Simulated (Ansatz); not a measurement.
# C2H2F4 (norflurane): BLYP/cc-pVDZ

What is the electronic atomisation energy of C2H2F4 (norflurane) at BLYP/cc-pVDZ? 

Program for the calculation: Ansatz 0.2.0.

46 further runs of the same task are left out: 1 that didn't finish, 45 set aside as unsound or not needed.

## (1) The system as given

The species is C2H2F4 (8 atoms), meant as a singlet with charge 0. SMILES: `FCC(F)(F)F`. Geometry: relaxed at PBE0-D4/def2-TZVP.

Bond lengths: F1–C2 1.364 Å, C2–C3 1.514 Å, C3–F4 1.332 Å, C3–F5 1.339 Å, C3–F6 1.332 Å, C2–H7 1.092 Å, C2–H8 1.092 Å. Some angles: F1–C2–C3 109.8°, C2–C3–F4 111.9°, C2–C3–F5 108.9°, C2–C3–F6 111.9°, F4–C3–F5 108.1°, F4–C3–F6 107.9°, F5–C3–F6 108.1°, F1–C2–H7 109.7°, F1–C2–H8 109.7°, C3–C2–H7 108.6°.

## (2) A single-point energy at BLYP/cc-pVDZ

Input file run.yaml:

```yaml
crystal:
  periodic: [false, false, false]
  atoms:
    - {symbol: F, position_ang: [-0.224600, -1.506500, 0.915200]}
    - {symbol: C, position_ang: [-0.211200, -0.737800, -0.211700]}
    - {symbol: C, position_ang: [0.211200, 0.674300, 0.135500]}
    - {symbol: F, position_ang: [1.434400, 0.711300, 0.662400]}
    - {symbol: F, position_ang: [0.217100, 1.411800, -0.982100]}
    - {symbol: F, position_ang: [-0.624600, 1.243600, 1.002900]}
    - {symbol: H, position_ang: [0.502000, -1.148600, -0.930100]}
    - {symbol: H, position_ang: [-1.212300, -0.705100, -0.647900]}
basis:
  gaussian:
    orbitals: cc-pVDZ
hamiltonian:
  xc: {name: BLYP}
accuracy: high
output: {orbitals: {seedname: orbitals}}
```

Run with:

```sh
ansatz run run.yaml --threads 1 --pin off --max-ram 3480MiB --events-out events.jsonl --progress --plain --runs-dir runs
```

The program printed:

```text
Warning: RAYON_NUM_THREADS=1 ignored (pool sized by the plan → 1); use --threads N
Functional definition: BLYP
  name "BLYP"
  parameter beta = 0.0042
  parameter a = 0.04918
  parameter b = 0.132
  parameter c = 0.2533
  parameter d = 0.349
  exchange = b88_x(beta = beta)
  correlation = lyp_c(a = a, b = b, c = c, d = d)
2143 factors; integrals over basis functions are off by at most 2.6e-9 eV
mean field evaluation 1: about -12968.7802 eV, gradient 4.6e1 eV
mean field evaluation 2: about -12965.6286 eV, gradient 6.5e1 eV
mean field evaluation 4: about -12972.4566 eV, gradient 2.6e0 eV
mean field evaluation 8: about -12972.4636 eV, gradient 2.6e-1 eV
mean field evaluation 16: about -12972.4637 eV, gradient 1.2e-5 eV
mean field -12972.46368958 eV, -476.7292475403 hartree, gradient 1.8e-8 eV, S^2 0.000000; 0 other end points of the search recorded, 0 dependent functions left out
reference -12972.46372993 eV, -476.7292490233 hartree; 25, 25 occupied and 69, 69 virtual orbitals, 2143 factors
Total energy: -12972.46372993 eV, -476.7292490233 hartree
```

Run time: 8.1 s. Hardware: 1 thread of Arm Neoverse V1, shared host; peak memory 0.25 GiB.

## (3) The C atom

Input file molecule.yaml:

```yaml
crystal:
  periodic: [false, false, false]
  atoms:
    - {symbol: C, position_ang: [0.000000, 0.000000, 0.000000]}
basis:
  gaussian:
    orbitals: cc-pVDZ
magnetization:
  spin_polarized: true
  initial_magnetization: 2
hamiltonian:
  xc: {name: BLYP}
accuracy: high
```

Run with:

```sh
ansatz run molecule.yaml --threads 1 --pin off --max-ram 3480MiB --events-out events.jsonl --progress --plain --runs-dir runs
```

The program printed, shortened:

```text
Warning: RAYON_NUM_THREADS=1 ignored (pool sized by the plan → 1); use --threads N
[... 9 set-up lines as earlier in the session ...]
96 factors; integrals over basis functions are off by at most 1.3e-9 eV
mean field evaluation 1: about -1029.4462 eV, gradient 5.0e0 eV
mean field evaluation 2: about -1029.5571 eV, gradient 3.0e0 eV
mean field evaluation 4: about -1029.6201 eV, gradient 1.7e-1 eV
mean field evaluation 8: about -1029.6200 eV, gradient 2.0e-5 eV
mean field evaluation 16: about -1029.6199 eV, gradient 6.5e-2 eV
mean field evaluation 32: about -1029.6200 eV, gradient 2.5e-5 eV
mean field -1029.61996499 eV, -37.8378358120 hartree, gradient 2.9e-8 eV, S^2 2.002039; 3 other end points of the search recorded, 0 dependent functions left out
reference -1029.61999336 eV, -37.8378368544 hartree; 4, 2 occupied and 10, 12 virtual orbitals, 96 factors
Total energy: -1029.61999336 eV, -37.8378368544 hartree
```

Wall time 0.63 s (1 thread of Arm Neoverse V1, shared host).

## (4) The F atom, same level

Input file in.yaml:

```yaml
crystal:
  periodic: [false, false, false]
  atoms:
    - {symbol: F, position_ang: [0.000000, 0.000000, 0.000000]}
basis:
  gaussian: {orbitals: cc-pVDZ}
magnetization: {spin_polarized: true, initial_magnetization: 1}
hamiltonian: {xc: {name: BLYP}}
accuracy: high
```

Run with:

```sh
ansatz run in.yaml --threads 1 --pin off --max-ram 3480MiB --events-out events.jsonl --progress --plain --runs-dir runs
```

The program printed, shortened:

```text
Warning: RAYON_NUM_THREADS=1 ignored (pool sized by the plan → 1); use --threads N
[... 9 set-up lines as earlier in the session ...]
96 factors; integrals over basis functions are off by at most 1.7e-9 eV
mean field evaluation 1: about -2713.2354 eV, gradient 6.2e0 eV
mean field evaluation 2: about -2713.2645 eV, gradient 5.1e0 eV
mean field evaluation 4: about -2713.3384 eV, gradient 5.7e-3 eV
mean field evaluation 8: about -2713.3387 eV, gradient 7.9e-5 eV
mean field evaluation 16: about -2713.3386 eV, gradient 9.2e-2 eV
mean field evaluation 32: about -2713.3381 eV, gradient 9.2e-2 eV
mean field -2713.33867155 eV, -99.7133570124 hartree, gradient 6.1e-9 eV, S^2 0.750685; 5 other end points of the search recorded, 0 dependent functions left out
reference -2713.33868568 eV, -99.7133575318 hartree; 5, 4 occupied and 9, 10 virtual orbitals, 96 factors
Total energy: -2713.33868568 eV, -99.7133575318 hartree
```

Run time: 0.73 s. Hardware: 1 thread of Arm Neoverse V1, shared host.

## (5) The H atom at the same level

Input file run.yaml:

```yaml
crystal:
  periodic: [false, false, false]
  atoms:
    - symbol: H
      position_ang: [0.000000, 0.000000, 0.000000]
basis:
  gaussian:
    orbitals: cc-pVDZ
total_charge: 0
magnetization:
  spin_polarized: true
  initial_magnetization: 1
hamiltonian:
  xc: {name: BLYP}
accuracy: high
```

Run the same way, it converges to -0.49640 Eh (log not shown).

## (6) Summary of results

Level: BLYP/cc-pVDZ.

| quantity | value |
| --- | --- |
| molecule: total energy | -476.72925 Eh |
| molecule: HOMO energy | -8.00 eV |
| molecule: LUMO energy | 0.99 eV |
| molecule: HOMO–LUMO gap | 9.00 eV |
| C atom: total energy | -37.83784 Eh |
| C atom: ⟨S²⟩ | 2.002 |
| F atom: total energy | -99.71336 Eh |
| F atom: ⟨S²⟩ | 0.751 |
| H atom: total energy | -0.49640 Eh |
| H atom: ⟨S²⟩ | 0.750 |
| electronic atomisation energy | 32.853 eV |

In words: Taking the molecule apart into free atoms costs 32.85 eV (3170 kJ/mol), before zero-point energy and without spin-orbit coupling.
